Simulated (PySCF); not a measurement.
Molecule: NSiFH2, in a box.

```
CELL_PARAMETERS angstrom
12.00000 0.00000 0.00000
0.00000 12.00000 0.00000
0.00000 0.00000 11.00000
ATOMIC_POSITIONS crystal
N 0.45557 0.52276 0.46365
Si 0.50202 0.40828 0.53967
F 0.62113 0.45702 0.58480
H 0.49780 0.59522 0.45549
H 0.38104 0.52434 0.42139
```

Base run:

```yaml
Program: PySCF 2.14.0
Functional: PBE
Potentials_or_basis: cc-pvdz (all-electron)
k_mesh: 1 × 1 × 1
Occupations: fixed
Spin: no spin polarisation
```

Its results: gap between the frontier levels 4.12 eV.

The run is repeated on the same cell with these changes: functional from PBE to B3LYP5. What comes out?

Gap between the frontier levels 5.76 eV.

B3LYP5 gives the wider gap, since exact exchange removes part of the self-interaction.

Caveats: this is a molecule in a periodic box at the Γ point, so its band gap is the HOMO-LUMO gap; the basis of atomic orbitals isn't converged, which shifts pressures, moduli and gaps.

